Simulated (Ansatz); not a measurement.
I need a polarisability from point charges of GeH6SSi2, SMILES [SiH2]1[SiH2][GeH2][S]1. Use Ansatz 0.2.0, Python API. Settings (for the species named): MP2, def2-SVP basis, multiplicity 1.

```yaml
atoms:
  - { symbol: Si, position_ang: [-1.2054, 0.6784, -0.6294] }
  - { symbol: Si, position_ang: [-0.2490, -1.1594, -0.0516] }
  - { symbol: Ge, position_ang: [1.4040, 0.2138, 0.6605] }
  - { symbol: S, position_ang: [0.3993, 2.0551, 0.0338] }
  - { symbol: H, position_ang: [-1.4261, 0.8027, -2.1161] }
  - { symbol: H, position_ang: [-2.4908, 0.9539, 0.1230] }
  - { symbol: H, position_ang: [0.1851, -1.9707, -1.2010] }
  - { symbol: H, position_ang: [-0.8852, -1.8252, 1.0522] }
  - { symbol: H, position_ang: [1.6120, 0.1761, 2.2559] }
  - { symbol: H, position_ang: [2.7391, 0.0242, -0.1243] }
```

Script `geh6ssi2_field.py`:
```python
import ansatz as az
import numpy as np

geh6ssi2 = (
    az.Crystal.molecule()
    .atom("Si", [-1.2054, 0.6784, -0.6294])
    .atom("Si", [-0.249, -1.1594, -0.0516])
    .atom("Ge", [1.404, 0.2138, 0.6605])
    .atom("S", [0.3993, 2.0551, 0.0338])
    .atom("H", [-1.4261, 0.8027, -2.1161])
    .atom("H", [-2.4908, 0.9539, 0.123])
    .atom("H", [0.1851, -1.9707, -1.201])
    .atom("H", [-0.8852, -1.8252, 1.0522])
    .atom("H", [1.612, 0.1761, 2.2559])
    .atom("H", [2.7391, 0.0242, -0.1243])
)

calc = (
    geh6ssi2.calculation()
    .basis(gaussian="def2-SVP")
    .correlation("MP2")
    .forces()
)
centre = np.mean([site.position_ang for site in geh6ssi2.cartesian_sites], axis=0)
field = 2 * 14.399645 * 3.0 / 30.0 ** 2


def dipole(axis, sign):
    arm = 30.0 * np.eye(3)[axis]
    pair = [{"charge": sign * 3.0, "position_ang": (centre - arm).tolist()}, {"charge": -sign * 3.0, "position_ang": (centre + arm).tolist()}]
    deck = calc.input().set(az.key.basis.gaussian.point_charges, pair)
    return np.array(az.Session.from_dict(deck).plan().execute().report["charge_distribution"]["dipole_moment_e_ang"])


print(f"field {field:.4f} V/A")
alpha = np.array([(dipole(axis, 1) - dipole(axis, -1)) / (2 * field) * 14.399645 for axis in range(3)])
print("polarisability tensor (A^3)")
print(np.array2string(alpha, precision=3, suppress_small=True))
print(f"mean {np.trace(alpha) / 3:.3f} A^3 = {np.trace(alpha) / 3 / 0.14818471:.2f} bohr^3")
```

```console
$ python geh6ssi2_field.py
field 0.0960 V/A
polarisability tensor (A^3)
[[14.371 -0.001  1.621]
 [ 0.021 13.412 -0.12 ]
 [ 1.655 -0.124 11.944]]
mean 13.242 A^3 = 89.36 bohr^3
```

The geometry is a force-field or estimated start, not a minimum of this method, and the basis set is short of its limit. The field of two point charges is only nearly even. Without diffuse functions polarisabilities are unreliable, as a rule too low, and they change with the bond lengths of this unrelaxed start. It ran for 40 s on 1 thread of Arm Neoverse V2 (shared host), peak memory 0.37 GiB.

(Lines on the test bed's own set-up are left out of the output.)
